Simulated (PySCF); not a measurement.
# C5H7NO2S: the cost of one run

Programs: PySCF 2.14.0, with routines of our own; each step states its level. All values are computed. Atoms count from 0.

## (1) The system as given

16 atoms, charge 0, multiplicity 1; geometry from: GFN2-xTB.

## (2) Magnetic properties: GIAO B97-2/pcSseg-1

Job settings and geometry (Å):

```
{"job": {"kind": "mag", "xc": "B97-2", "basis": "pcSseg-1", "isotopologues": 0}, "charge": 0, "multiplicity": 1}
N      1.768550     0.488432     0.445152
C      1.446212    -0.622021    -0.225943
O      2.242410    -1.352973    -0.770476
C     -0.075302    -0.920650    -0.281162
C     -0.713005     0.048450    -1.221483
C     -1.453525     0.999105    -0.680338
S     -1.492341     0.953805     1.130160
O     -0.382800     1.841589     1.541898
C     -0.778840    -0.756752     1.061217
H      2.741863     0.736810     0.508299
H      1.081754     1.105931     0.882261
H     -0.165999    -1.943755    -0.656842
H     -0.522338    -0.044609    -2.279622
H     -1.954035     1.801529    -1.188248
H     -1.627380    -1.434259     1.141208
H     -0.122822    -0.891688     1.917755
```

Method: GIAO B97-2/pcSseg-1 magnetisability, rotational g tensor and spin-rotation constants, non-relativistic, gas phase.

Command:

```bash
OMP_NUM_THREADS=1 python excited_run.py task.json out
```

This one command runs all jobs of the session in turn.

**Question.** How long does this first job take on 1 thread of Arm Neoverse N1, shared host, and how much memory does it need?

About 72 s, with a peak of 0.86 GiB.
